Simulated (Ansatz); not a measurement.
Run this with the Python package of Ansatz (0.2.0) and show what comes out.

The script reads `hfos3.cif`:
```cif
data_HfOs3
_cell_length_a 3.973561
_cell_length_b 3.973561
_cell_length_c 3.973561
_cell_angle_alpha 90.00000
_cell_angle_beta 90.00000
_cell_angle_gamma 90.00000
_symmetry_space_group_name_H-M 'P 1'
_symmetry_Int_Tables_number 1
loop_
_symmetry_equiv_pos_as_xyz
'x, y, z'
loop_
_atom_site_label
_atom_site_type_symbol
_atom_site_fract_x
_atom_site_fract_y
_atom_site_fract_z
Hf1 Hf    0.000000    0.000000    0.000000
Os2 Os    0.500000    0.500000    0.000000
Os3 Os    0.500000    0.000000    0.500000
Os4 Os    0.000000    0.500000    0.500000
```

`xc_hfos3.py`
```python
"""One structure of HfOs3 under several functionals."""

import ansatz
from ase.io import read
from tabulate import tabulate

atoms = read("hfos3.cif")
cell = ansatz.Crystal.from_ase(atoms)

job = (
    cell.calculation()
    .kpoints(5)
    .occupations(ansatz.OccupationsMethod.FERMI_DIRAC)
    .band_table()
)

rows = []
for value in ["revpbe", "pbe", "blyp"]:
    rep = job.functional(value).run().report
    rows.append((value, rep["free_energy_ev"] / len(rep["lattice"]["sites"]), rep["n_iterations"], rep["gap_by_band_count_ev"], rep["n_kpoints"]))

print(tabulate(rows, headers=["functional", "F/atom (eV)", "iterations", "gap by band count (eV)", "k-points"], floatfmt=".4f", tablefmt="simple"))
```

```console
$ python xc_hfos3.py
DeckWarning: basis.ecutwfc = 420 eV, auto-derived from the records' recommended cutoffs: set by Hf (normal level)
functional      F/atom (eV)    iterations    gap by band count (eV)    k-points
------------  -------------  ------------  ------------------------  ----------
revpbe          -12478.0515             7                   -3.2216          10
pbe             -12468.8175             7                   -3.2341          10
blyp            -12493.4409             7                   -3.2400          10
```
(Warnings from the package without file and line.)

BLYP can be off by several per cent in the lattices of metals, and by several GPa in the pressure at a fixed cell. The mesh is modest for a metal, so energies can be off by several to tens of meV an atom and pressures by half a GPa or more; differences at equal mesh fare better. A gap by band count of zero or less means overlapping bands, a metal. This cell is a computed structure, which may not be the phase found in nature. Levels are Kohn-Sham eigenvalues on this mesh, without spin-orbit coupling. Total energies of different functionals can't be compared; pressures, moments and gaps at this one structure can. Cost: of the order of 4 core-seconds.

(Lines on the test bed's own set-up are left out of the output.)
